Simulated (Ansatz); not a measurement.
# CH7FGe2: the cost of one run

All numbers below are computed with Ansatz 0.2.0 (RKS PBE-D4/def2-SVP).

## Step 1: The starting structure

Bond lengths: Ge1–C2 1.960 Å, C2–H3 1.110 Å, C2–H4 1.110 Å, C2–H5 1.110 Å, Ge1–H6 1.550 Å, Ge1–Ge7 2.398 Å, Ge7–H8 1.550 Å, Ge7–H9 1.550 Å, Ge7–H10 1.550 Å, Ge1–F11 1.679 Å. Angles (14 of 18 angles, heavy atoms first): C2–Ge1–Ge7 109.5°, C2–Ge1–F11 109.5°, Ge7–Ge1–F11 109.5°, Ge1–C2–H3 109.5°, Ge1–C2–H4 109.5°, Ge1–C2–H5 109.5°, C2–Ge1–H6 109.5°, H6–Ge1–Ge7 109.5°, H6–Ge1–F11 109.5°, Ge1–Ge7–H8 109.5°, Ge1–Ge7–H9 109.5°, Ge1–Ge7–H10 109.5°, H3–C2–H4 109.4°, H3–C2–H5 109.4°.

Structure file:

```xyz
11

Ge    0.0000    0.0000    0.0000
C     0.0000    0.0000    1.9600
H    -0.9996   -0.3092    2.3305
H     0.7676   -0.7111    2.3305
H     0.2320    1.0203    2.3305
H     1.4616    0.0000   -0.5162
Ge   -1.1304    1.9584   -0.7992
H    -2.6003    1.6043   -1.1405
H    -1.1048    3.0541    0.2968
H    -0.4177    2.4843   -2.0712
F    -0.7913   -1.3709   -0.5594
```

## Step 2: Preparing the start

File input.yaml:

```yaml
crystal:
  periodic: [false, false, false]
  atoms:
    - { symbol: Ge, position_ang: [0.0, 0.0, 0.0] }
    - { symbol: C, position_ang: [0.0, 0.0, 1.96] }
    - { symbol: H, position_ang: [-0.9996, -0.3092, 2.3305] }
    - { symbol: H, position_ang: [0.7676, -0.7111, 2.3305] }
    - { symbol: H, position_ang: [0.232, 1.0203, 2.3305] }
    - { symbol: H, position_ang: [1.4616, 0.0, -0.5162] }
    - { symbol: Ge, position_ang: [-1.1304, 1.9584, -0.7992] }
    - { symbol: H, position_ang: [-2.6003, 1.6043, -1.1405] }
    - { symbol: H, position_ang: [-1.1048, 3.0541, 0.2968] }
    - { symbol: H, position_ang: [-0.4177, 2.4843, -2.0712] }
    - { symbol: F, position_ang: [-0.7913, -1.3709, -0.5594] }
basis:
  gaussian: { orbitals: def2-SVP }
hamiltonian:
  xc: pbe
  dispersion: d4
relax:
  f_tol: 0.02
  max_steps: 40
```

Launch:

```
ansatz run input.yaml --threads 4 --pin off --max-ram 5120MiB --backend cpu --events-out ev --progress --plain --runs-dir out
```

What time and memory should one allow on 4 threads of Arm Neoverse V1, shared host?

About 25 s, with a peak of 0.19 GiB.
